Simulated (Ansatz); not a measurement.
# NiO: the cost of one run

Method: DFT r2SCAN, PAW, plane waves, scalar-relativistic, in Ansatz 0.2.0.

### 1 The starting structure

Symmetry: Fm-3m, No. 225, cubic system. The conventional cell has a = 4.183 Å, b = 4.183 Å, c = 4.183 Å, α = 90.00°, β = 90.00°, γ = 90.00°. Around Ni (site symmetry m-3m) lie 6 O at 2.09 Å. O (site symmetry m-3m) has 6 Ni at 2.09 Å as nearest neighbours.

Coordinates:

```
CELL_PARAMETERS angstrom
4.18262 2.09131 2.09131
2.09131 4.18262 2.09131
2.09131 2.09131 4.18262
ATOMIC_POSITIONS crystal
Ni 0.00000 0.00000 0.00000
Ni 0.50000 0.50000 0.50000
O 0.25000 0.25000 0.25000
O 0.75000 0.75000 0.75000
```

In tables a label like O4 counts atoms in the order of input.yaml; a structure file may count by element.

Known so far: 8 plain starts ended in 3 states. The lowest came from “moments +- scaled by 0.4, plain SCF [Ni1 0.80, Ni2 -0.80 μB]”: antiferromagnetic, site moments Ni1 1.58, Ni2 -1.58 μB, total 0.00 μB per cell, a gap of 2.50 eV on the k-mesh, free energy -12827.2110 eV.

Runs to come: parallel moments, default search for lower states; opposed moments +-, default search for lower states; the moments typed in its input, symmetry off, plain SCF; the moments typed in its input, standard search for lower states; the moments typed in its input, symmetry off, default search.

A plain SCF has the search for lower states switched off and ends at the first converged state. The default search runs further SCF cycles only where the state itself hints at a lower one. The standard and full searches may also try other magnetic orders and fillings, and need not reach the lowest state. With a search on, the program may also reshape the start on open shells. 

Site moments are integrals over atomic spheres and don't add up to the total.

### 2 Parallel moments, default search for lower states

input.yaml reads:

```yaml
crystal:
  lattice:
    - [4.18262, 2.09131, 2.09131]
    - [2.09131, 4.18262, 2.09131]
    - [2.09131, 2.09131, 4.18262]
  atoms:
    - { symbol: Ni, position: [0.0, 0.0, 0.0], spin: 2.0 }
    - { symbol: Ni, position: [0.5, 0.5, 0.5], spin: 2.0 }
    - { symbol: O, position: [0.25, 0.25, 0.25] }
    - { symbol: O, position: [0.75, 0.75, 0.75] }
magnetization:
  spin_polarized: true
hamiltonian:
  xc: r2scan
  pseudopotentials: { kind: paw }
basis:
  ecutwfc: 500
kpoints:
  mp_grid: { grid: [7, 7, 7] }
scf:
  occupations: { method: gaussian, width: 0.02 }
output:
  forces: true
  stress: true
```

On the command line:

```bash
ansatz run input.yaml --threads 2 --pin off --max-ram 5120MiB --backend cpu --events-out ev --progress --plain --runs-dir out
```

What time and memory should one allow on 2 threads of AMD EPYC (Zen 3), shared host?

About 26 s, with a peak of 0.54 GiB.
